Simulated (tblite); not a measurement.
# C4H10BFSi: the cost of one run

The runs use tblite 0.8.0 and PySCF 2.14.0, with density-fitted response routines of our own; the level of theory stands in each step. All values are computed, except where a source is named. Atoms count from 0, in the outputs and in this text.

**1. Starting geometry**

17 atoms, charge 0, multiplicity 1; geometry from: force field or distance geometry start.

Bonds of the start (Å): B0–Si1 1.94, Si1–C2 1.88, C2–C3 1.51, Si1–C4 1.91, C4–C5 1.49, C5–F6 1.38, C5–Si1 1.89, B0–H7 1.19, B0–H8 1.18, C2–H9 1.11, C2–H10 1.11, C3–H11 1.10, C3–H12 1.12, C3–H13 1.11, C4–H14 1.10, C4–H15 1.11, C5–H16 1.11.

**2. Relaxing the molecule with GFN2-xTB**

Job settings and geometry (Å):

```
{"job": {"kind": "relax", "xc": "GFN2-xTB", "basis": "xTB"}, "charge": 0, "multiplicity": 1}
B     -1.046600     1.475100     1.513400
Si    -0.640200     0.403700    -0.051800
C      1.055000     0.556600    -0.853500
C      2.165200     0.255600     0.118700
C     -0.928900    -1.424100     0.404700
C     -1.844000    -0.922200    -0.655800
F     -1.531600    -1.391900    -1.919400
H     -1.961600     2.231300     1.488800
H     -0.394900     1.376900     2.492800
H      1.095500    -0.139600    -1.713600
H      1.158300     1.597000    -1.233300
H      3.142700     0.355400    -0.379900
H      2.071600    -0.793000     0.509700
H      2.136700     0.950000     0.984400
H     -0.152700    -2.116200     0.033500
H     -1.426700    -1.592500     1.387700
H     -2.904800    -0.810000    -0.363200
```

Run with:

```
OMP_NUM_THREADS=1 python probes_run.py task.json out
```

This one command runs all jobs of the session in turn.

**Question.** How long does this first job take on 1 thread of Arm Neoverse N1, shared host, and how much memory does it need?

About 1.6 s, with a peak of 0.18 GiB.
